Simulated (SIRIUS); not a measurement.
Runs of SIRIUS 7.10.0 on GaBiSe2. Symmetry: P4/mmm, No. 123, tetragonal system. Conventional cell: a = 5.228 Å, b = 5.228 Å, c = 3.730 Å, α = 90.00°, β = 90.00°, γ = 90.00°. Ga (site symmetry 4/mmm) has 4 Se at 2.61 Å as nearest neighbours. Around Bi (site symmetry 4/mmm) lie 8 Se at 3.21 Å. Se (site symmetry mmm) has 2 Ga at 2.61 Å as nearest neighbours. The cell was built by a generator and needn't be a form met in nature.

```csv
potentials or basis,cutoff (eV),radial cutoff for the potentials' integrals,gap on the mesh (eV),pressure (GPa)
PseudoDojo 0.4.1 PBE standard (scalar relativistic),1177,6.5 bohr,none,(a)
JTH 2.0 PBE (PAW),557,-,none,1.0
SG15 1.2 PBE (norm-conserving),1177,6.5 bohr,none,1.0
"in-house norm-conserving set, PBE (scalar relativistic)",1177,6.5 bohr,none,1.0
GBRV 1.5 PBE (ultrasoft),557,-,none,0.6
```

Alike in all rows: task single point; level PBE; no spin polarisation; cell as given; k mesh 2 × 2 × 3; smearing fermi-dirac 0.05 eV; the mesh is coarse, so values aren't converged.

Question: Estimate the missing entries.

Answer: (a) 1.1.

Caveats: all runs use coarse meshes; spin-orbit coupling is left out, which moves the levels of the heavy elements.

A k mesh can miss the band edges, and the runs leave out spin-orbit coupling on Bi, Ga, Se.

A gap of «none» marks a metal or a gap under the smearing width.

The runs don't all hold the same shells in valence.
